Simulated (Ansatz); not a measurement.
# CH₅AlBFO: how energies converge with the basis set

One table from this session's results is given with a row withheld; the runs are named, their logs left out.

Method: one geometry, several basis sets; program: Ansatz 0.2.0, Gaussian basis.

Plan: PBE0-D4/def2-SVP; ωB97M-V/def2-SVP; PBE0-D4/def2-QZVPP; ωB97M-V/def2-QZVPP; the functionals' def2-TZVPP values are taken from earlier runs.

## Structure used throughout

All runs share one geometry, relaxed beforehand with PBE0-D4 in a triple-zeta def2 set.

10 atoms, charge 0, spin multiplicity 1.

Atoms are counted from 1 here; the program's logs count them from 0.

Bond lengths: B1–C2 1.463 Å, B1–Al5 2.098 Å, B1–H6 1.233 Å, B1–H7 1.190 Å, C2–O3 1.324 Å, C2–F4 1.337 Å, O3–H8 0.967 Å, Al5–H9 1.587 Å, Al5–H10 1.585 Å. Angles: C2–B1–Al5 92.8°, C2–B1–H6 113.8°, C2–B1–H7 123.8°, Al5–B1–H6 72.1°, Al5–B1–H7 110.8°, H6–B1–H7 121.7°, B1–C2–O3 127.2°, B1–C2–F4 122.2°, O3–C2–F4 110.6°, C2–O3–H8 110.1°, B1–Al5–H9 122.4°, B1–Al5–H10 115.4°, H9–Al5–H10 121.5°.

The first run:

Contents of in.yaml:

```yaml
crystal:
  periodic: [false, false, false]
  atoms:
    - {symbol: B, position_ang: [-0.219469, 0.070813, -1.076775]}
    - {symbol: C, position_ang: [-0.075844, -1.085973, -0.192665]}
    - {symbol: O, position_ang: [-0.870761, -1.432315, 0.807798]}
    - {symbol: F, position_ang: [0.932083, -1.955505, -0.314123]}
    - {symbol: Al, position_ang: [0.401551, 1.412882, 0.411240]}
    - {symbol: H, position_ang: [-1.177139, 0.794981, -0.797416]}
    - {symbol: H, position_ang: [0.411171, 0.223967, -2.073945]}
    - {symbol: H, position_ang: [-0.411028, -2.040271, 1.402152]}
    - {symbol: H, position_ang: [0.105463, 1.171165, 1.951300]}
    - {symbol: H, position_ang: [0.987174, 2.789055, -0.114665]}
basis:
  gaussian: {orbitals: def2-SVP}
hamiltonian: {xc: pbe0, dispersion: d4}
output: {orbitals: {seedname: orbitals}}
```

Steps of the session up to this table: PBE0-D4 in def2-SVP; ωB97M-V in def2-SVP; PBE0-D4 in def2-QZVPP; ωB97M-V in def2-QZVPP.

One table of the session follows, with a row left open; its other results are not shown here.

It belongs to the step «Density functionals: the series». 

| functional | basis | HOMO (eV) |
| --- | --- | --- |
| PBE0-D4 | def2-SVP | -6.81 |
| PBE0-D4 | def2-TZVPP | -6.88 |
| PBE0-D4 | def2-QZVPP | -6.90 |
| ωB97M-V | def2-SVP | ? |
| ωB97M-V | def2-TZVPP | -8.91 |
| ωB97M-V | def2-QZVPP | -8.94 |

**Question.** Estimate the row for ωB97M-V, def2-SVP.

As computed: HOMO (eV): -8.81. In the column «HOMO (eV)» it lies between ωB97M-V, def2-TZVPP (-8.91) and PBE0-D4, def2-QZVPP (-6.90).
